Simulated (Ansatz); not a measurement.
**The cluster W₅+: the relaxed shape and its frontier levels**

Aim: characterise the cluster W₅+ as a doublet: its structure, frontier levels and distribution of charge and spin.

Computed with Ansatz 0.2.0, Gaussian basis. Level: UKS PBE0-D4/def2-TZVP.

Plan: relaxation at PBE0-D4/def2-SVP; a search for the lowest solution at PBE-D4/def2-SVP; a single point at PBE0-D4/def2-TZVP.

4 further runs of the same task are left out: 2 that didn't finish, 2 set aside as unsound or not needed. Runs told in other sessions of the task aren't counted.

### Step 1. The system as given

5 atoms, charge 1, spin multiplicity 2.

Atoms are counted from 1 here; the program's logs count them from 0.

Bond lengths: W1–W2 3.256 Å, W1–W5 3.286 Å, W2–W3 3.369 Å, W2–W5 3.091 Å, W3–W4 3.015 Å, W3–W5 3.249 Å, W4–W5 3.302 Å. Angles: W2–W1–W5 56.4°, W1–W2–W3 98.6°, W1–W2–W5 62.3°, W3–W2–W5 60.2°, W2–W3–W4 90.6°, W2–W3–W5 55.6°, W4–W3–W5 63.5°, W3–W4–W5 61.7°, W1–W5–W2 61.3°, W1–W5–W3 100.5°, W1–W5–W4 72.7°, W2–W5–W3 64.2°, W2–W5–W4 90.6°, W3–W5–W4 54.8°.

W takes a core potential in the def2 sets. No spin-orbit coupling is included. The ion is computed in the gas phase, without counter-ions or solvent.

The start is a random packing geometry.

### Step 2. Relaxation at PBE0-D4/def2-SVP

Contents of in.yaml:

```yaml
crystal:
  periodic: [false, false, false]
  atoms:
    - {symbol: W, position_ang: [0.827300, -0.562100, -3.130100]}
    - {symbol: W, position_ang: [-1.095700, -2.533000, -1.391600]}
    - {symbol: W, position_ang: [-3.235500, -0.221600, -0.195000]}
    - {symbol: W, position_ang: [-1.928600, 1.908900, -1.881200]}
    - {symbol: W, position_ang: [0.000000, 0.000000, 0.000000]}
basis:
  gaussian: {orbitals: def2-SVP}
total_charge: 1
magnetization: {spin_polarized: true, initial_magnetization: 1}
hamiltonian: {xc: pbe0, dispersion: d4}
scf: {lower_state_search: "off"}
output: {orbitals: {seedname: orbitals}}
relax: {f_tol: 0.02, max_steps: 100}
```

The run is started by

```
> ansatz run in.yaml --threads 4 --pin off --events-out ev --progress --plain --max-ram 4787MiB
```

Further steps of the session: Searching for the lowest solution, PBE-D4/def2-SVP; Single point, PBE0-D4/def2-TZVP.

Before running them: what should the planned runs give, taken together? Wanted: point group; commonest bond; HOMO, LUMO at PBE0-D4/def2-TZVP; ⟨S²⟩.

**Answer**, as computed:

| quantity | value |
| --- | --- |
| point group | C2v |
| commonest bond | W–W, 10 of mean length 2.623 Å |
| HOMO, LUMO at PBE0-D4/def2-TZVP (over both spins) | -8.07, -6.40 eV |
| ⟨S²⟩ | 0.807 |

What this shows: The relaxation broke 0 and made 2 bonds, so the end is another structure than the start. No usable vibrations, so a minimum isn't proven. The alpha HOMO lies nearest to W1, W3 about 29 % each; W4 21 % and the alpha LUMO to W2, W5 about 27 % each; W1, W3 about 19 % each. Whether this spin is the lowest isn't tested here.
